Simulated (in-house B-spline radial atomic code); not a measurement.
# Te⁵⁺: ionisation energy by several methods

Aim: the ionisation energy of Te⁵⁺ by several methods, each as the difference of two self-consistent energies (Te⁵⁺ and the next ion, [Kr] 4d10).

Program: in-house B-spline radial atomic code version 1. Level of theory: non-relativistic, several functionals, spin-polarised; spherical all-electron atom at the radial basis limit. These are calculated values, not measurements, unless marked.

**1. The atom as given**

* element: tellurium (Z = 52)
* charge: +5
* electrons: 47
* configuration: [Kr] 4d10 5s1
* nucleus: point

Outer shells as boxes (Hund's rule):

[Kr] 4d10 5s1
```
[Kr] core
4d [↑↓][↑↓][↑↓][↑↓][↑↓]
5s [↑ ]
```

Where spins are not typed, each open shell is filled with up spins first.

**2. PW91**

Settings, as recorded:

```ini
Z = 52
electrons = 47.0
configuration = [Kr] 4d10 5s1
hamiltonian = nr
method = pw91,pw91
spin_polarised = True
```

**3. OLYP**

Settings, as recorded:

```ini
Z = 52
electrons = 47.0
configuration = [Kr] 4d10 5s1
hamiltonian = nr
method = optx,lyp
spin_polarised = True
```

**4. M06-2X**

Settings, as recorded:

```ini
Z = 52
electrons = 47.0
configuration = [Kr] 4d10 5s1
hamiltonian = nr
method = m062x
spin_polarised = True
```

**5. B3LYP**

Settings, as recorded:

```ini
Z = 52
electrons = 47.0
configuration = [Kr] 4d10 5s1
hamiltonian = nr
method = b3lyp
spin_polarised = True
```

**6. ωB97X**

Settings, as recorded:

```ini
Z = 52
electrons = 47.0
configuration = [Kr] 4d10 5s1
hamiltonian = nr
method = wb97x
spin_polarised = True
```

**Question.** The tabulated ionisation energy is 69.1 ± 2 eV (tabulated theoretical; NIST Atomic Spectra Database). What does each method give, and which comes nearest?

The runs gave:

| method | rung | total energy (hartree) | ΔSCF (eV) | −ε highest (eV) | ΔSCF less tabulated (eV) |
| --- | --- | --- | --- | --- | --- |
| PW91 | GGA | -6609.2619 | 69.090 | 63.515 (5s up) | -0.010 |
| OLYP | GGA | -6611.0902 | 68.697 | 63.031 (5s up) | -0.403 |
| M06-2X | global hybrid | -6609.3680 | 68.251 | 65.322 (5s up) | -0.849 |
| B3LYP | global hybrid | -6608.9416 | 69.066 | 64.520 (5s up) | -0.034 |
| ωB97X | range-separated hybrid | -6609.0441 | 67.686 | 66.630 (5s up) | -1.414 |

**Reading.** The tabulated ionisation energy is 69.1 ± 2 eV (tabulated theoretical; NIST Atomic Spectra Database). PW91 comes nearest (-0.010 eV) and ωB97X is farthest (-1.414 eV, 2.0 %). Mean absolute error by rung (exchange-only levels left out): GGA 0.21 eV, global hybrid 0.44 eV, range-separated hybrid 1.41 eV. The table's own uncertainty is as large as these misses, so the order means little. These runs lack relativity altogether, which can outweigh the gaps between the methods, so the nearest may be so by luck. These runs leave out relativity, which matters at this nuclear charge. For the semilocal functionals minus the highest level recovers only 92 % of their own ΔSCF value, a mark of self-interaction.
